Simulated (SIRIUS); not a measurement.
Here is a SIRIUS 7.10.0 calculation.

sirius.json

```json
{
  "control": {
    "processing_unit": "cpu",
    "verbosity": 2,
    "num_bands_to_print": 52,
    "print_forces": true,
    "print_stress": true
  },
  "parameters": {
    "electronic_structure_method": "pseudopotential",
    "xc_functionals": ["XC_GGA_X_PBE", "XC_GGA_C_PBE"],
    "gk_cutoff": 9.3,
    "pw_cutoff": 18.6,
    "ngridk": [5, 5, 5],
    "shiftk": [0, 0, 0],
    "smearing": "fermi_dirac",
    "smearing_width": 0.0018374661,
    "num_bands": 52,
    "num_mag_dims": 0,
    "num_dft_iter": 100,
    "energy_tol": 1e-08,
    "density_tol": 1e-06
  },
  "iterative_solver": {
    "type": "davidson",
    "min_tolerance": 1e-09,
    "tolerance_scale": [0.1, 0.25]
  },
  "mixer": {
    "type": "anderson",
    "beta": 0.7,
    "max_history": 8
  },
  "settings": {
    "tol_ne": 1e-10,
    "pseudo_grid_cutoff": 6.5
  },
  "unit_cell": {
    "lattice_vectors": [
      [1.0, 0.0, 0.0],
      [0.0, 1.0, 0.0],
      [0.0, 0.0, 1.0]
    ],
    "lattice_vectors_scale": 9.7197685275,
    "atom_coordinate_units": "lattice",
    "atom_types": ["Hf", "Pd", "Se"],
    "atom_files": {
      "Se": "Se.json",
      "Pd": "Pd.json",
      "Hf": "Hf.json"
    },
    "atoms": {
      "Hf": [
        [0.0, 0.0, 0.0]
      ],
      "Pd": [
        [0.5, 0.5, 0.5]
      ],
      "Se": [
        [0.5, 0.0, 0.0],
        [0.0, 0.5, 0.0],
        [0.0, 0.0, 0.5]
      ]
    }
  }
}
```

Potentials or basis: PseudoDojo 0.4.1 PBE standard (scalar relativistic).

Command:

```sh
$ upf_to_json Se.upf
$ upf_to_json Pd.upf
$ upf_to_json Hf.upf
$ OMP_NUM_THREADS=1 sirius.scf --input=sirius.json --output=out.json --task=0
```

(1) Estimate the band gap on the k mesh.

(2) Estimate the pressure.

Results:

(1) none (metal or under the smearing width).

(2) 0.0 GPa.

Caveat: this set's palladium file may shift the pressure by some GPa.
